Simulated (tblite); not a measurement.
# C3H7B: the cost of one run

The runs use tblite 0.8.0 and PySCF 2.14.0, with density-fitted response routines of our own; the level of theory stands in each step. All values are computed, except where a source is named. Atoms count from 0, in the outputs and in this text.

### Step 1. Starting geometry

11 atoms, charge -1, multiplicity 2; geometry from: force field or distance geometry start.

Bonds of the start (Å): B0–C1 1.58, C1–C2 1.55, C2–C3 1.52, B0–H4 1.19, B0–H5 1.19, C1–H6 1.11, C1–H7 1.10, C2–H8 1.11, C3–H9 1.10, C3–H10 1.11.

### Step 2. Optimising the geometry with GFN2-xTB

Job settings and geometry (Å):

```
{"job": {"kind": "relax", "xc": "GFN2-xTB", "basis": "xTB"}, "charge": -1, "multiplicity": 2}
B     -1.876500     0.000300     0.134200
C     -0.365900     0.235700    -0.263600
C      0.556200    -0.324400     0.845700
C      2.010200     0.002400     0.559400
H     -2.301800    -1.094000     0.295600
H     -2.616300     0.926400     0.254100
H     -0.187300     1.324700    -0.380000
H     -0.146300    -0.276200    -1.213100
H      0.426800    -1.424900     0.937100
H      2.171800     1.091600     0.554000
H      2.334600    -0.458800    -0.394600
```

On the command line:

```console
$ OMP_NUM_THREADS=1 python probes_run.py task.json out
```

This one command runs all jobs of the session in turn.

**Question.** How long does this first job take on 1 thread of AMD EPYC, shared host?

About 1.4 s.
